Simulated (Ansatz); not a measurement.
# AlRu (rocksalt type): the cost of one run

Method: DFT LDA, with the methods named in each step, in Ansatz 0.2.0.

## 1. Starting point

The structure is cubic, space group Fm-3m (No. 225). Conventional cell: a = 5.072 Å, b = 5.072 Å, c = 5.072 Å, α = 90.00°, β = 90.00°, γ = 90.00°. Ru (site symmetry m-3m) has 6 Al at 2.54 Å as nearest neighbours. Al (site symmetry m-3m) is surrounded by 6 Ru at 2.54 Å.

As a file:

```
Ru Al
1.0
     0.00000    2.53593    2.53593
     2.53593    0.00000    2.53593
     2.53593    2.53593    0.00000
Ru Al
1 1
Direct
  0.00000 0.00000 0.00000
  0.50000 0.50000 0.50000
```

Whether this phase is the stable one at these pressures isn't tested.

Atoms are numbered in the order of the input: Ru1, Al2.

## 2. Cell relaxed at zero pressure, PAW

input.yaml reads:

```yaml
crystal:
  lattice:
    - [0.0, 2.5359338295, 2.5359338295]
    - [2.5359338295, 0.0, 2.5359338295]
    - [2.5359338295, 2.5359338295, 0.0]
  atoms:
    - { symbol: Ru, position: [0.0, 0.0, 0.0] }
    - { symbol: Al, position: [0.5, 0.5, 0.5] }
kpoints:
  mp_grid: { grid: [14, 14, 14] }
scf:
  occupations: { method: fermi_dirac, width: 0.05 }
hamiltonian:
  xc: lda
  pseudopotentials: { kind: paw }
output:
  forces: true
  stress: true
relax:
  f_tol: 0.005
  max_steps: 40
  cell: {}
```

Run with:

```console
$ ansatz run input.yaml --threads 1 --pin off --max-ram 2048MiB --backend cpu --events-out ev --progress --plain --runs-dir out
```

**Question.** How long does this run take on 1 thread of Intel Xeon 6975P-C (Granite Rapids), shared host, and how much memory does it need?

About 4.7 s, with a peak of 0.38 GiB.
